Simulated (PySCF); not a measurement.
# C5H6F2: the cost of one run

The runs use PySCF 2.14.0, with density-fitted response routines of our own; the level of theory stands in each step. All values are computed, except where a source is named. Atoms are numbered from 0 throughout.

## Step 1: The starting structure

13 atoms, charge 0, multiplicity 1; geometry from: PBE0-D3(BJ)/def2-SVP.

Bonds of the start (Å): C0–C1 1.33, C1–C2 1.47, C2–F3 1.36, C2–C4 1.51, C4–C5 1.49, C5–F6 1.35, C5–C2 1.50, C0–H7 1.09, C0–H8 1.09, C1–H9 1.10, C4–H10 1.09, C4–H11 1.09, C5–H12 1.10.

## Step 2: X-ray photoelectron lines: SCAN, X2C

What the job is given:

```
{"job": {"kind": "xps"}, "charge": 0, "multiplicity": 1}
C      1.427481     1.676656     0.381471
C      0.765542     0.521804     0.455527
C     -0.173661     0.045719    -0.573179
F     -0.329543     0.894846    -1.617914
C     -0.295132    -1.420031    -0.916236
C     -1.407298    -0.732372    -0.202279
F     -2.532175    -0.468248    -0.896027
H      2.113618     1.985483     1.172679
H      1.297854     2.342756    -0.474700
H      0.897375    -0.145671     1.314151
H     -0.476871    -1.612867    -1.976833
H      0.325249    -2.151683    -0.393145
H     -1.602923    -0.945788     0.854504
```

With the program's defaults for keys left out, this is: delta-SCF UKS SCAN, pcX-2 on the ionised atom, pcseg-1 elsewhere, spin-free X2C.

The run is started by

```sh
> OMP_NUM_THREADS=1 python probes_run.py task.json out
```

The driver reads the jobs from task.json and runs them one after another.

**Question.** How long does this first job take on 1 thread of Intel Xeon 6975P-C, shared host, and how much memory does it need?

About 37 s, with a peak of 0.59 GiB.
